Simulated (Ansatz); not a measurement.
**Alloy of Si and C (4 of 64 Si sites exchanged), 64 atoms**

How does this alloy cell relax, and what gap do PBEsol and HSE06 give?

All numbers are computed with Ansatz 0.2.0 (PAW, plane waves).

## 1. The starting cell

64 atoms (60 Si, 4 C); a = 10.640 Å, b = 10.640 Å, c = 10.640 Å, α = 90.00°, β = 90.00°, γ = 90.00°. All atoms were shaken off their sites by about 0.02 Å along each axis.

Plan of the steps: (2) PBEsol cell relaxation at the single k point (½, ½, ½), on 1 × NVIDIA GB300 Max-Q with 8 threads of Arm Neoverse-V2; (3) HSE06 single point at the Γ point alone, on 1 × NVIDIA GB300 Max-Q with 8 threads of Arm Neoverse-V2.

## 2. PBEsol relaxation of the cell and the positions

in.yaml

```yaml
crystal:
  lattice:
    - [10.640101, 0.000000, 0.000000]
    - [0.000000, 10.640101, 0.000000]
    - [0.000000, 0.000000, 10.640101]
  atoms:
    - { symbol: Si, position: [0.999370, 0.001720, 0.999336] }
    - { symbol: Si, position: [0.002379, 0.999482, 0.499180] }
    - { symbol: Si, position: [0.001242, 0.502308, 0.002433] }
    - { symbol: Si, position: [0.999431, 0.500249, 0.499234] }
    - { symbol: Si, position: [0.499374, 0.996373, 0.001119] }
    - { symbol: Si, position: [0.501915, 0.002870, 0.498284] }
    - { symbol: Si, position: [0.498707, 0.497545, 0.998441] }
    - { symbol: Si, position: [0.496451, 0.498552, 0.501885] }
    - { symbol: Si, position: [0.124929, 0.128501, 0.123546] }
    - { symbol: Si, position: [0.129116, 0.122880, 0.623432] }
    - { symbol: Si, position: [0.124187, 0.626053, 0.123598] }
    - { symbol: Si, position: [0.124722, 0.622187, 0.621586] }
    - { symbol: Si, position: [0.625405, 0.128321, 0.128292] }
    - { symbol: Si, position: [0.625156, 0.125383, 0.623083] }
    - { symbol: Si, position: [0.624476, 0.625751, 0.126124] }
    - { symbol: Si, position: [0.624525, 0.626340, 0.624534] }
    - { symbol: Si, position: [0.248959, 0.246791, 0.004501] }
    - { symbol: Si, position: [0.251959, 0.248570, 0.495827] }
    - { symbol: Si, position: [0.250600, 0.752395, 0.000288] }
    - { symbol: Si, position: [0.250630, 0.747464, 0.500482] }
    - { symbol: Si, position: [0.749399, 0.249859, 0.002242] }
    - { symbol: Si, position: [0.749579, 0.252079, 0.499356] }
    - { symbol: Si, position: [0.753492, 0.749731, 0.998054] }
    - { symbol: Si, position: [0.750508, 0.750741, 0.503435] }
    - { symbol: Si, position: [0.374514, 0.373442, 0.124725] }
    - { symbol: Si, position: [0.375078, 0.372062, 0.627247] }
    - { symbol: Si, position: [0.373550, 0.873320, 0.125702] }
    - { symbol: Si, position: [0.378528, 0.874207, 0.623838] }
    - { symbol: Si, position: [0.872314, 0.374726, 0.127492] }
    - { symbol: Si, position: [0.877445, 0.374854, 0.626697] }
    - { symbol: Si, position: [0.874146, 0.874220, 0.125662] }
    - { symbol: Si, position: [0.875383, 0.873759, 0.625506] }
    - { symbol: Si, position: [0.249028, 0.003323, 0.248066] }
    - { symbol: Si, position: [0.249186, 0.999022, 0.751188] }
    - { symbol: Si, position: [0.249597, 0.499171, 0.252251] }
    - { symbol: Si, position: [0.251816, 0.497820, 0.751463] }
    - { symbol: Si, position: [0.748009, 0.000717, 0.250956] }
    - { symbol: Si, position: [0.375530, 0.127049, 0.373416] }
    - { symbol: Si, position: [0.376193, 0.122659, 0.874876] }
    - { symbol: Si, position: [0.376564, 0.622924, 0.370384] }
    - { symbol: Si, position: [0.372698, 0.622469, 0.877324] }
    - { symbol: Si, position: [0.873550, 0.126400, 0.376426] }
    - { symbol: Si, position: [0.875875, 0.124491, 0.874737] }
    - { symbol: Si, position: [0.876647, 0.623841, 0.375279] }
    - { symbol: Si, position: [0.872154, 0.626167, 0.874792] }
    - { symbol: Si, position: [0.998387, 0.249588, 0.751421] }
    - { symbol: Si, position: [0.001584, 0.749322, 0.248816] }
    - { symbol: Si, position: [0.997929, 0.751389, 0.750963] }
    - { symbol: Si, position: [0.502492, 0.246366, 0.251406] }
    - { symbol: Si, position: [0.499444, 0.250044, 0.750181] }
    - { symbol: Si, position: [0.499899, 0.748485, 0.250876] }
    - { symbol: Si, position: [0.498924, 0.750127, 0.750887] }
    - { symbol: Si, position: [0.125170, 0.374479, 0.377674] }
    - { symbol: Si, position: [0.123702, 0.372839, 0.876469] }
    - { symbol: Si, position: [0.123099, 0.876306, 0.373996] }
    - { symbol: Si, position: [0.128064, 0.874858, 0.873681] }
    - { symbol: Si, position: [0.627270, 0.375501, 0.375876] }
    - { symbol: Si, position: [0.624602, 0.379063, 0.874061] }
    - { symbol: Si, position: [0.625058, 0.872056, 0.373615] }
    - { symbol: Si, position: [0.627982, 0.874054, 0.878088] }
    - { symbol: C, position: [0.748689, 0.000582, 0.751285] }
    - { symbol: C, position: [0.748444, 0.499039, 0.249278] }
    - { symbol: C, position: [0.748224, 0.499638, 0.751411] }
    - { symbol: C, position: [0.000244, 0.249588, 0.250517] }
kpoints:
  mp_grid: { grid: [1, 1, 1], shift: [0.5, 0.5, 0.5] }
hamiltonian:
  xc: pbesol
scf:
  occupations: { method: fermi_dirac, width: 0.01 }
relax:
  f_tol: 0.03
  max_steps: 80
  escape_saddle: false
  adjacent_minimum: "off"
  cell: { fix: [shape] }
output:
  forces: true
  eigenvalues: true
  populations: true
```

Launch:

```console
ansatz run in.yaml --threads 8 --pin off --max-ram 118750MiB --runs-dir r --events-out ev --progress --plain --backend cuda --devices 0,
```

After this run come: Single point with HSE06.

**Question.** What will these runs give? Wanted: for each run, top filled to lowest empty.

The runs gave:

| level | time | k points | top filled to lowest empty (eV) |
| --- | --- | --- | --- |
| PBEsol, relaxation | 8 s (GPU) | (½, ½, ½) | 1.03 |
| HSE06 | 20 s (GPU) | Γ | 0.93 |

```
     quantity                                                                         value
   relaxation                                              7 recorded steps, 8.71 eV gained
largest shift                                                                  0.41 Å (Si9)
 relaxed cell  a = 10.604 Å, b = 10.604 Å, c = 10.604 Å, α = 90.00°, β = 90.00°, γ = 90.00°
   mean bonds                                                     C–Si 1.993, Si–Si 2.346 Å
```

**In words.** The relaxation lowers the energy by 8.71 eV; the largest shift is 0.41 Å (Si9), while the volume changes by -1.0 %. The mean lengths of the listed bonds run from C–Si 1.99 Å to Si–Si 2.35 Å. The relaxation ran on other k points, so part of any difference from the later rows can come from the mesh. With one k point the spacing samples only the states that fold onto it, so it can exceed the gap over the zone.
